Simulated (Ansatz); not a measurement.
# BAs: the cost of one run

Method: DFT LDA, scalar-relativistic, plane waves, PAW, in Ansatz 0.2.0.

2 further runs of the same task are left out: 2 set aside as unsound or not needed.

## (1) Starting point

The structure is cubic, space group F-43m (No. 216). The conventional cell has a = 4.732 Å, b = 4.732 Å, c = 4.732 Å, α = 90.00°, β = 90.00°, γ = 90.00°. B (site symmetry -43m) has 4 As at 2.05 Å as nearest neighbours. Around As (site symmetry -43m) lie 4 B at 2.05 Å.

As a file:

```cif
data_structure
_symmetry_space_group_name_H-M 'P 1'
_symmetry_Int_Tables_number 1
_cell_length_a 3.3461
_cell_length_b 3.3461
_cell_length_c 3.3461
_cell_angle_alpha 60.000
_cell_angle_beta 60.000
_cell_angle_gamma 60.000
_cell_volume 26.49
loop_
_atom_site_label
_atom_site_type_symbol
_atom_site_fract_x
_atom_site_fract_y
_atom_site_fract_z
_atom_site_occupancy
B1 B 0.00000 0.00000 0.00000 1
As1 As 0.75000 0.75000 0.75000 1
```

This cell was relaxed beforehand with the same method: volume 13.25 Å³/atom, gap on the mesh 1.10 eV.

## (2) The cell under 1 GPa

At a set pressure the run lowers the enthalpy E + PV, so the energy alone may rise along the way.

input.yaml reads:

```yaml
crystal:
  lattice:
    - [0.0, 2.3660397162, 2.3660397162]
    - [2.3660397162, 0.0, 2.3660397162]
    - [2.3660397162, 2.3660397162, 0.0]
  atoms:
    - { symbol: B, position: [0.0, 0.0, 0.0] }
    - { symbol: As, position: [0.75, 0.75, 0.75] }
basis:
  ecutwfc: 420
kpoints:
  mp_grid: { grid: [10, 10, 10] }
hamiltonian:
  xc: lda
scf:
  occupations: { method: fixed }
output:
  forces: true
  stress: true
  eigenvalues: true
  write_density: true
  write_potential: true
  elf: true
  volumetric_format: npy
relax:
  adjacent_minimum: "off"
  f_tol: 0.001
  max_steps: 60
  cell: { stress_tol: 0.02, p_target: 1.0 }
```

Command:

```console
$ ansatz run input.yaml --threads 1 --pin off --max-ram 3072MiB --backend cpu --events-out ev --progress --plain --runs-dir out
```

**Question.** How long does this run take on 1 thread of Intel Xeon 6975P-C (Granite Rapids), shared host, and how much memory does it need?

About 5.4 s, with a peak of 0.35 GiB.
